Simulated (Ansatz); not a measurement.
# WF3: the cost of one run

Program: Ansatz 0.2.0. Level of theory: DFT PBE, scalar-relativistic, plane waves, PAW. These are calculated values, not measurements.

1 further run of the same task is left out (set aside as unsound or not needed).

## (1) The structure to begin with

It takes space group I4/mmm (No. 139, tetragonal). The conventional cell has a = 3.575 Å, b = 3.575 Å, c = 6.994 Å, α = 90.00°, β = 90.00°, γ = 90.00°. W (site symmetry 4/mmm) has 12 F at 2.50 to 2.53 Å in its first shell of neighbours. Around F (site symmetry -4m2) lie 4 W at 2.50 Å and 8 F at 2.50 to 2.53 Å. F (site symmetry 4/mmm) has 8 F at 2.50 Å and 4 W at 2.53 Å in its first shell of neighbours.

As a file:

```cif
data_structure
_symmetry_space_group_name_H-M 'I4/mmm'
_symmetry_Int_Tables_number 139
_cell_length_a 3.5750
_cell_length_b 3.5750
_cell_length_c 6.9943
_cell_angle_alpha 90.000
_cell_angle_beta 90.000
_cell_angle_gamma 90.000
_cell_volume 89.39
loop_
_atom_site_label
_atom_site_type_symbol
_atom_site_symmetry_multiplicity
_atom_site_Wyckoff_symbol
_atom_site_fract_x
_atom_site_fract_y
_atom_site_fract_z
_atom_site_occupancy
W1 W 2 a 0.00000 0.00000 0.00000 1
F1 F 4 d 0.00000 0.50000 0.25000 1
F2 F 2 b 0.50000 0.50000 0.00000 1
```

The cell is invented: species swapped into a database cell of CdAu3 (I4/mmm, No. 139), with W on the Cd sites and F on the Au sites. The dimensions are guesses.

## (2) Probe: one point on a coarse mesh

input.yaml

```yaml
crystal:
  lattice:
    - [-1.78748745, 1.78748745, 3.49715571]
    - [1.78748745, -1.78748745, 3.49715571]
    - [1.78748745, 1.78748745, -3.49715571]
  atoms:
    - { symbol: W, position: [0.0, 0.0, 0.0] }
    - { symbol: F, position: [0.75, 0.25, 0.5] }
    - { symbol: F, position: [0.25, 0.75, 0.5] }
    - { symbol: F, position: [0.5, 0.5, 0.0] }
basis:
  ecutwfc: 420
kpoints:
  mp_grid: { grid: [6, 6, 6] }
hamiltonian:
  xc: pbe
scf:
  occupations: { method: gaussian, width: 0.1 }
  lower_state_search: "off"
output:
  forces: true
  stress: true
  eigenvalues: true
```

Run with:

```console
> ansatz run input.yaml --threads 1 --pin off --max-ram 2560MiB --backend cpu --events-out ev --progress --plain --runs-dir out
```

Q: Estimate wall time and peak memory on 1 thread of Intel Xeon at 2.50GHz (Skylake/Cascade Lake), shared host.

About 4.5 s, with a peak of 0.34 GiB.
